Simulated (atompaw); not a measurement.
**Pseudopotential generation for Al: PAW (atompaw), PBE**

Do these settings give a usable potential? It is generated, then checked for scattering, ghosts and hardness.

The numbers are computed with atompaw 4.2.0.5 (PBE, scalar-relativistic, spin-unpolarised reference atom).

## (1) Starting point

The settings as typed:

```
element                 : aluminium (Al, Z = 13)
type                    : PAW
frozen core             : [Ne]
valence charge          : 3
reference configuration : 3s1 3p2
partial waves           : 3s (bound): rc 2.80 bohr; 3s channel at 1.2 Ry: rc 2.80 bohr; 3p (bound): rc 2.80 bohr; 3p channel at 0.25 Ry: rc 2.80 bohr; 3d channel at -0.1 Ry: rc 2.80 bohr; 3d channel at 0.4 Ry: rc 2.80 bohr
local potential         : troulliermartins scheme with l = 3 at 1 Ry, radius 2.00 bohr
core correction         : smooth core density matched at 2.60 bohr
augmentation charge     : sinc compensation charge, radius 2.30 bohr; PAW radius 2.80 bohr; waves and projectors: custom rrkj vanderbiltortho
```

The outer shells as boxes (Hund's rule for the drawing; the calculation is spin-unpolarised):

```
[Ne] core
3s [↑ ]
3p [↑ ][↑ ][  ]
```

## (2) The generation run

Al.input reads:

```
Al 13
GGA-PBE scalarrelativistic loggrid 1500 logderivrange -3 5 201
3 3 0 0 0 0
3 0 1
3 1 2
0 0 0
c
c
v
c
v
2
2.80 2.30 2.00 2.60
y
1.2
n
y
0.25
n
y
-0.1
y
0.4
n
custom rrkj vanderbiltortho sinc
3 1 troulliermartins
2.80
2.80
2.80
2.80
2.80
2.80
PWSCFOUT
UPFDX 0.0125d0 UPFXMIN -7.d0 UPFZMESH 13.d0
END
```

The run is started by

```console
$ atompaw < Al.input > Al.log
```

Before running it: what results should come out? Wanted: cutoffs for 10 and 1 mRy, occupied levels; bound ghosts; largest phase difference near zero energy, channels read; lowest eigenvalue of the overlap; share of valence orbitals outside the PAW sphere; UPF file.

**Answer**, as computed:

```
                                                quantity                  value
               cutoffs for 10 and 1 mRy, occupied levels  6 Ry or less and 8 Ry
                                            bound ghosts             none found
largest phase difference near zero energy, channels read              0.004 rad
         lowest eigenvalue of the overlap (Bessel basis)              0.470 (s)
        share of valence orbitals outside the PAW sphere       3s 33 %, 3p 58 %
                                                UPF file            not written
```

What this shows: The potential is soft on the atom at that tolerance: the looser tolerance needs 6 Ry or less. The slowest level is 3p: taken alone it needs 8 Ry to come within 1 mRy, against 6 Ry or less for 3s. It is free of bound ghosts as far as tested. Near zero energy the phases of the channels with partial waves agree within 0.004 rad. The pseudo core plus compensation charge is negative at some radii, so no UPF file was written. These are tests on the free atom; a crystal test is still owed.
